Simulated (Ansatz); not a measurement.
# ZnGe3 (Pm-3m) in Ansatz: convergence with k mesh

Aim: find how far k mesh must go before the results for ZnGe3 settle, at HSE06. This setting moves, with any that are tied to it; all else stays.

Everything below comes from runs of Ansatz 0.2.0. Logs are shortened: lines on timing, memory, paths and dates and some standing lists are left out, and cuts for length are marked.

**1. The structure**

The structure is cubic, space group Pm-3m (No. 221). The conventional cell has a = 4.222 Å, b = 4.222 Å, c = 4.222 Å, α = 90.00°, β = 90.00°, γ = 90.00°. Ge (site symmetry 4/mmm) is surrounded by 8 Ge at 2.99 Å and 4 Zn at 2.99 Å. Zn (site symmetry m-3m) has 12 Ge at 2.99 Å as nearest neighbours.

The cell comes from a database or a generator and needn't be the stable form of this composition.

**2. With k mesh 2 × 2 × 2**

File input.yaml:

```yaml
crystal:
  lattice:
    - [4.222363, 0.0, 0.0]
    - [0.0, 4.222363, 0.0]
    - [0.0, 0.0, 4.222363]
  atoms:
    - { symbol: Ge, position: [0.5, 0.5, 0.0] }
    - { symbol: Ge, position: [0.5, 0.0, 0.5] }
    - { symbol: Ge, position: [0.0, 0.5, 0.5] }
    - { symbol: Zn, position: [0.0, 0.0, 0.0] }
hamiltonian:
  xc: hse06
  pseudopotentials: { kind: paw }
kpoints:
  mp_grid: { grid: [2, 2, 2] }
scf:
  occupations: { method: gaussian, width: 0.1 }
output:
  forces: true
  stress: true
  eigenvalues: true
```

Potentials or basis: Ansatz PAW.

Started as:

```bash
$ ansatz run input.yaml --threads 2 --pin off --max-ram 5632MiB --backend cpu --events-out ev --progress --plain --runs-dir out
```

Run time: 6.3 s. Hardware: 2 threads of Arm Neoverse V2, shared host; peak memory 0.5 GiB.

Results:

```yaml
Free_energy: -16202.8429 eV
Pressure: 3.2 GPa
Band_gap_on_the_k_mesh: none (metal or under the smearing width)
```

**3. With k mesh 3 × 3 × 3**

Edit input.yaml of step 2 so:

```diff
@@ -14,3 +14,3 @@
 kpoints:
-  mp_grid: { grid: [2, 2, 2] }
+  mp_grid: { grid: [3, 3, 3] }
 scf:
```

Potentials or basis: Ansatz PAW.

Started as:

```bash
$ ansatz run input.yaml --threads 2 --pin off --max-ram 5632MiB --backend cpu --events-out ev --progress --plain --runs-dir out
```

It took 9.2 s on 2 threads of Arm Neoverse V2, shared host; peak memory 0.69 GiB.

Results:

```yaml
Free_energy: -16204.6063 eV
Pressure: -4.1 GPa
Band_gap_on_the_k_mesh: none (metal or under the smearing width)
```

**4. With k mesh 4 × 4 × 4**

Edit input.yaml of step 3 so:

```diff
@@ -14,3 +14,3 @@
 kpoints:
-  mp_grid: { grid: [3, 3, 3] }
+  mp_grid: { grid: [4, 4, 4] }
 scf:
```

Started as:

```bash
$ ansatz run input.yaml --threads 2 --pin off --max-ram 5632MiB --backend cpu --events-out ev --progress --plain --runs-dir out
```

Wall time 19 s (2 threads of Arm Neoverse V2, shared host); peak memory 1.1 GiB.

What came out:

```yaml
Free_energy: -16205.0834 eV
Pressure: -3.3 GPa
Band_gap_on_the_k_mesh: none (metal or under the smearing width)
```

**5. With k mesh 5 × 5 × 5**

Edit input.yaml of step 4 so:

```diff
@@ -14,3 +14,3 @@
 kpoints:
-  mp_grid: { grid: [4, 4, 4] }
+  mp_grid: { grid: [5, 5, 5] }
 scf:
```

Started as:

```bash
$ ansatz run input.yaml --threads 2 --pin off --max-ram 5632MiB --backend cpu --events-out ev --progress --plain --runs-dir out
```

It took 33 s on 2 threads of Arm Neoverse V2, shared host; peak memory 1.8 GiB.

Results:

```yaml
Free_energy: -16204.8181 eV
Pressure: -2.0 GPa
Band_gap_on_the_k_mesh: none (metal or under the smearing width)
```

**6. With k mesh 6 × 6 × 6**

Edit input.yaml of step 5 so:

```diff
@@ -14,3 +14,3 @@
 kpoints:
-  mp_grid: { grid: [5, 5, 5] }
+  mp_grid: { grid: [6, 6, 6] }
 scf:
```

Potentials or basis: Ansatz PAW.

Started as:

```bash
$ ansatz run input.yaml --threads 2 --pin off --max-ram 5632MiB --backend cpu --events-out ev --progress --plain --runs-dir out
```

Wall time 62 s (2 threads of Arm Neoverse V2, shared host); peak memory 3 GiB.

It converged, with:

- Free energy: -16204.8976 eV
- Pressure: -1.6 GPa
- Band gap on the k mesh: none (metal or under the smearing width)

**7. With k mesh 7 × 7 × 7**

Edit input.yaml of step 6 so:

```diff
@@ -14,3 +14,3 @@
 kpoints:
-  mp_grid: { grid: [6, 6, 6] }
+  mp_grid: { grid: [7, 7, 7] }
 scf:
```

Started as:

```bash
$ ansatz run input.yaml --threads 2 --pin off --max-ram 5632MiB --backend cpu --events-out ev --progress --plain --runs-dir out
```

It took 87 s on 2 threads of Arm Neoverse V2, shared host; peak memory 4.3 GiB.

Results (log left out):

- Free energy: -16204.9158 eV
- Pressure: -1.9 GPa
- Band gap on the k mesh: none (metal or under the smearing width)

**8. With k mesh 9 × 9 × 9**

Edit input.yaml of step 7 so:

```diff
@@ -14,3 +14,3 @@
 kpoints:
-  mp_grid: { grid: [7, 7, 7] }
+  mp_grid: { grid: [9, 9, 9] }
 scf:
```

Started as:

```bash
$ ansatz run input.yaml --threads 2 --pin off --max-ram 5632MiB --backend cpu --events-out ev --progress --plain --runs-dir out
```

Run time: 3.7 min. Hardware: 2 threads of Arm Neoverse V2, shared host; peak memory 4.6 GiB.

The run converged. Its results:

| Property | Result |
| --- | --- |
| Free energy | -16204.9470 eV |
| Pressure | -1.8 GPa |
| Band gap on the k mesh | none (metal or under the smearing width) |

**9. With k mesh 10 × 10 × 10**

Edit input.yaml of step 8 so:

```diff
@@ -14,3 +14,3 @@
 kpoints:
-  mp_grid: { grid: [9, 9, 9] }
+  mp_grid: { grid: [10, 10, 10] }
 scf:
```

Potentials or basis: Ansatz PAW.

Started as:

```bash
$ ansatz run input.yaml --threads 2 --pin off --max-ram 5632MiB --backend cpu --events-out ev --progress --plain --runs-dir out
```

Output:

```text
Warning: output.stress: scf.convergence.dr2_threshold = 1e-7 eV (the SCF's general default) is looser than the 4e-10 eV advised for a printed stress (1e-10 eV for each atom of the cell: 4). What an SCF threshold leaves in a stress goes as its square root, and in the free energy as the threshold itself, and one threshold admits the most on a small cell: of the crystals measured, under no hybrid functional and no lock of the moments, on runs that ended without the residual-converged pass, on stresses that held no estimate of that error, the worst erred by over 100 MPa in a component at 1e-7 eV an atom and by under 5 at 1e-10. Set scf.convergence.dr2_threshold to 4e-10 eV or tighter. The threshold is an SCF's pass mark: one that does not reach it within its budget of iterations ends unconverged, or closes short of it on a stop that the run arms, and scf.convergence.dr2_threshold's page says what that costs each kind of run
Warning: output.stress: scf.exx.energy_threshold = 1e-6 eV is looser than the 4e-8 eV advised for a stress under a hybrid functional (1e-8 eV for each atom of the cell: 4). Every SCF of the exchange loop can meet its threshold on dr2 while the loop round them stops early: no threshold on dr2 bounds what that leaves in the stress. Set scf.exx.energy_threshold to 4e-8 eV or tighter. The threshold is the loop's pass mark: a loop that does not reach it within its budget of cycles ends unconverged, and scf.exx.energy_threshold's page has the law
Warning: RAYON_NUM_THREADS=2 ignored (pool sized by the plan → 2); use --threads N
Engine: ansatz 0.2.0, aarch64-unknown-linux-gnu
Pseudopotentials: kind: paw
Pseudopotential: Ge, paw, valence charge 14, recommended cutoff 420 eV (normal), Ge.paw.azcp
Pseudopotential: Zn, paw, valence charge 12, recommended cutoff 420 eV (normal), Zn.paw.azcp
Functional definition: HSE06
  parameter a = 0.25
  parameter omega = 0.11/bohr
  exchange = pbe_x - a*pbe_x_sr(omega) + a*exact_x_sr(omega)
  correlation = pbe_c
Crystal: 4 atoms, lattice volume = 75.278 Å³
Basis set: ecut = 420 eV, 1419 PW (Γ), exchange–correlation on 60×60×60 points (8 copies of the dense FFT grid, shifted against one another)
Bands: 33, of which v1, the nominal top of the filled ones, is band 27 counted from 1 (26 counted from 0)
Symmetry: 48 space group operations
Space group: Pm-3m (ITA 221), of the structure as read, at distance tolerance 4.2e-5 Å
k-points: 56 of 1000
Non-local potential: Ge, projectors of the file, l = 0: 2, l = 1: 2, l = 2: 3, l = 3: 1
Non-local potential: Zn, projectors of the file, l = 0: 2, l = 1: 2, l = 2: 3, l = 3: 1
PAW form: soft (Blöchl's): semilocal exchange-correlation on the pseudo side does not see the compensation charge
PAW frozen core: Ge, regenerated for the run's functional, and the local potential with it (the file was generated under x = pbe(κ = 0.804, μ = 0.2195149727645171), c = pbe(β = 0.06672455060314922))
PAW frozen core: Zn, regenerated for the run's functional, and the local potential with it (the file was generated under x = pbe(κ = 0.804, μ = 0.2195149727645171), c = pbe(β = 0.06672455060314922))
PAW one-centre angular grid: Ge, 590 points (default); XC on 64 Gauss nodes
PAW one-centre angular grid: Zn, 590 points (default); XC on 64 Gauss nodes
Initial density: superposition of atomic densities (neutral atoms: chi_scale 0, normalization atom), corrected by the library's trained network
Initial wavefunctions: pseudopotential atomic-orbital guess
Functional: x = pbe(κ = 0.804, μ = 0.2195149727645171), c = pbe(β = 0.06672455060314922), warm-up for x = pbe(κ = 0.804, μ = 0.2195149727645171) + 0.25 (exact − pbe) at short range (hse, ω = 0.20786987370883472 Å⁻¹), c = pbe(β = 0.06672455060314922); HSE06 as pw.x's `hse` composes it (authors' and Libxc's form: `xc: wpbeh`)
SCF iter   1: F=—  HF=-16202.870679 eV  |F-HF|=—  |Δ(HF+E_count)|=         —  Δρ=1.88e-3  dr2=1.36e-3  ethr=1.77e-3  ⟨swp⟩=6.1  Hψ=6981  notcnv=0
preconditioner: auto → Kerker (q_TF=auto, 2.581 Å⁻¹)  [metal: Δε(μ)=0.059 eV  Ē_g=19.465 eV  σ=0.100 eV  W_gap=0.32  n_scr=26 (ndim 8)  ℏωp=31.5 eV  f_vac=0.000  D(μ)=1.52/eV (n_scr^D=6)]
SCF iter   2: F=—  HF=-16202.870711 eV  |F-HF|=—  |Δ(HF+E_count)|=   3.29e-5  Δρ=5.81e-4  dr2=2.41e-4  ethr=2.52e-6  ⟨swp⟩=4.0  Hψ=5199  notcnv=0
SCF iter   3: F=—  HF=-16202.870638 eV  |F-HF|=—  |Δ(HF+E_count)|=   7.38e-5  Δρ=3.50e-4  dr2=9.83e-5  ethr=4.46e-7  ⟨swp⟩=4.0  Hψ=4077  notcnv=0
iter 4 solved again at ethr=1.01e-8 eV; its pass at ethr=1.82e-7 eV (dr2=5.47e-6 eV) is discarded
SCF iter   4: F=—  HF=-16202.870666 eV  |F-HF|=—  |Δ(HF+E_count)|=   2.81e-5  Δρ=8.29e-5  dr2=5.43e-6  ethr=1.01e-8  ⟨swp⟩=2.3  Hψ=7363  notcnv=0
SCF iter   5: F=—  HF=-16202.870665 eV  |F-HF|=—  |Δ(HF+E_count)|=   3.42e-7  Δρ=2.52e-5  dr2=4.58e-7  ethr=1.01e-8  ⟨swp⟩=3.1  Hψ=4468  notcnv=0
SCF iter   6: F=—  HF=-16202.870665 eV  |F-HF|=—  |Δ(HF+E_count)|=   3.40e-7  Δρ=9.91e-6  dr2=5.17e-8  ethr=8.48e-10  ⟨swp⟩=4.0  Hψ=4954  notcnv=0
SCF iter   7: F=—  HF=-16202.870665 eV  |F-HF|=—  |Δ(HF+E_count)|=   5.40e-8  Δρ=4.11e-6  dr2=1.11e-8  ethr=9.58e-11  ⟨swp⟩=4.0  Hψ=4098  notcnv=0
SCF iter   8: F=—  HF=-16202.870665 eV  |F-HF|=—  |Δ(HF+E_count)|=   2.36e-9  Δρ=9.97e-7  dr2=1.08e-9  ethr=2.06e-11  ⟨swp⟩=3.0  Hψ=3553  notcnv=0
[... 26 lines left out ...]
SCF iter   3: F=—  HF=-16204.959059 eV  |F-HF|=—  |Δ(HF+E_count)|=   4.61e-7  Δρ=1.39e-5  dr2=5.31e-7  ethr=1.01e-9  ⟨swp⟩=3.0  Hψ=4632  notcnv=0
SCF iter   4: F=—  HF=-16204.959061 eV  |F-HF|=—  |Δ(HF+E_count)|=   2.01e-6  Δρ=1.85e-5  dr2=2.64e-7  ethr=3.11e-10  ⟨swp⟩=4.0  Hψ=5689  notcnv=0
SCF iter   5: F=—  HF=-16204.959061 eV  |F-HF|=—  |Δ(HF+E_count)|=   1.21e-7  Δρ=6.45e-6  dr2=6.94e-8  ethr=3.11e-10  ⟨swp⟩=4.0  Hψ=4297  notcnv=0
SCF iter   6: F=-16204.959061 eV  HF=-16204.959061 eV  |F-HF|=7.71e-10  |Δ(HF+E_count)|=   4.21e-8  Δρ=8.31e-7  dr2=5.88e-9  ethr=8.36e-11  ⟨swp⟩=3.0  Hψ=5002  notcnv=0
SCF 3 converged in 6 iterations: F = -16204.959061 eV  dr2 = 5.88e-9
  Residual-converged pass: ⟨swp⟩=2.9  Hψ=3508  notcnv=0  max |occ|·‖R‖ = 2.4e-6 eV (tolerance 2.4e-6 eV)  dr2=5.87e-9  dr2_onsite=5.62e-10  max |Δocc| = 1.4e-11
hybrid outer 2: dexx = +2.022e-6 eV, tail = 5.40e-8 eV, Δε = 4.00e-3 eV (about 1.15e-4 eV left of the loop's levels)
hybrid SCF converged: 2 outer / 14 inner (+9 warm-up), last move |dexx| = 2.02e-6 eV, tail = 5.40e-8 eV
Stability not checked: this state was not tested for a lower state beside it, because the functional holds exact exchange (a hybrid, or Hartree-Fock), whose exchange loop this test does not read (fock_operator; see scf.lower_state_search)
Free energy (F): -16204.959061 eV
Frozen-core exchange: fock
Harris-Foulkes:  -16204.959061 eV  (|F-HF|=7.71e-10)
Internal energy: -16204.953662 eV  (E = F + TS)
E sigma→0 (E₀):  -16204.956361 eV
Entropy (-TS):   -0.005399 eV (-1.350 meV/atom)
Fermi energy:    10.488130 eV
--- Per-component energies (eV) ---
  E_band       = -457.586894
  E_kinetic    = 455.863765
  E_local      = -8076.836157  (includes V_loc(G=0)·N_el)
  E_nonlocal   = 1863.996287
  E_hartree    = 3506.498620
  E_xc         = -290.735284
  E_vxc        = -196.091715  (∫ρ·V_xc dr)
  E_exx        = -203.671364  (= α·E_x^exact, valence–valence)
  E_paw        = -7748.800004  (= ΣΔE_a)
  E_vpaw       = -1110.176700  (= ΣTr[D̂ρ^β])
  E_aug_tail   = 0.000833  (compensation charges beyond the density's cutoff)
  E_ewald      = -5710.814903
  E_core_change = -0.455454  (= ΣΔE_core)
  E_smearing   = -0.005399  (= −TS)
  E_closure    = -0.000000  (closes the sum)
  Σ components = -16204.959061   (vs F -16204.959061, Δ=0.00e0)
--- Forces (eV/Å), atoms counted from 1 ---
  atom   1  Ge     0.00000000    -0.00000000    -0.00000000
  atom   2  Ge     0.00000000    -0.00000000    -0.00000000
  atom   3  Ge     0.00000000     0.00000000    -0.00000000
  atom   4  Zn     0.00000000    -0.00000000    -0.00000000
  max |Σ_I F_I| component: 1.04e-29 eV/Å
--- Stress (GPa, compression-positive) ---
       -2.090495       0.000000       0.000000
       -0.000000      -2.090495       0.000000
        0.000000       0.000000      -2.090495
  P = ⅓ Tr σ = -2.0905 GPa (-20.905 kbar)
--- Band table (eV; the first three rows and the last of 56) ---
  k-point 0: bands = ["-17.8150", "-17.8150", "-17.8150", "-17.8020", "-17.7647", "-17.7647", "-17.7314", "-17.7314", "-17.7314", "-17.7108", "-17.7108", "-17.6837", "-17.6745", "-17.6745", "-17.6745", "-3.6430", "0.7856", "0.7856", "0.9480", "0.9480", "0.9480", "4.6308", "4.6308", "6.2572", "6.2572", "6.2572", "9.0655", "13.6411", "13.6411", "13.6411", "15.4034", "15.4034", "15.4034"]
  k-point 1: bands = ["-17.8146", "-17.8119", "-17.8119", "-17.7999", "-17.7645", "-17.7629", "-17.7319", "-17.7315", "-17.7315", "-17.7126", "-17.7108", "-17.6853", "-17.6779", "-17.6779", "-17.6745", "-3.5537", "0.7786", "0.7936", "0.9408", "0.9408", "0.9482", "3.7714", "4.6593", "6.3645", "6.3645", "6.8536", "9.5762", "13.2158", "13.3455", "13.3455", "14.7430", "15.1131", "15.1131"]
  k-point 2: bands = ["-17.8132", "-17.8026", "-17.8026", "-17.7939", "-17.7637", "-17.7576", "-17.7331", "-17.7318", "-17.7318", "-17.7176", "-17.7107", "-17.6899", "-17.6879", "-17.6879", "-17.6745", "-3.2873", "0.7354", "0.8144", "0.9222", "0.9222", "0.9489", "2.4742", "4.7386", "6.6818", "6.6818", "7.4925", "10.9780", "12.3641", "12.4044", "12.4044", "13.5522", "15.0568", "15.0568"]
  k-point 55: bands = ["-17.7806", "-17.7806", "-17.7806", "-17.7763", "-17.7738", "-17.7738", "-17.7738", "-17.7212", "-17.7212", "-17.7212", "-17.7198", "-17.7198", "-17.6837", "-17.6837", "-17.6837", "0.3834", "0.3834", "0.3834", "0.9970", "0.9970", "2.3464", "2.3464", "2.3464", "4.1037", "5.0983", "5.0983", "5.0983", "7.0986", "18.2130", "18.2130", "18.3561", "18.3561", "18.3561"]
```

Wall time 5.7 min (2 threads of Arm Neoverse V2, shared host); peak memory 4.8 GiB.

Results:

```yaml
Free_energy: -16204.9591 eV
Pressure: -2.1 GPa
Band_gap_on_the_k_mesh: none (metal or under the smearing width)
```

**10. Summary**

```
      k mesh  energy less the tightest run, at zero smearing (meV/atom)  pressure (GPa)  SCF cycles  CPU time (s)  peak memory (GiB)
   2 × 2 × 2                                                     530.77            3.24          26            12                0.5
   3 × 3 × 3                                                      89.55           -4.07          20            17               0.69
   4 × 4 × 4                                                     -30.93           -3.27          20            36                1.1
   5 × 5 × 5                                                      36.64           -1.95          22            62                1.8
   6 × 6 × 6                                                      16.03           -1.61          24           120                  3
   7 × 7 × 7                                                      11.26           -1.93          23           170                4.3
   9 × 9 × 9                                                       3.17           -1.82          24           430                4.6
10 × 10 × 10                                                       0.00           -2.09          23           650                4.8
```

Not settled before the last step: the energy (to 1 meV/atom), the pressure (to 0.1 GPa). Meshes of other sizes hit other points, so gaps and Fermi surfaces needn't settle smoothly. The tightest run that finished is the yardstick and may itself not be fully converged.

Caveats: the PAW data sets come from PBE, with cores solved anew for the run's functional, which leaves a small shift of forces and pressure; the thresholds are loose for stress.
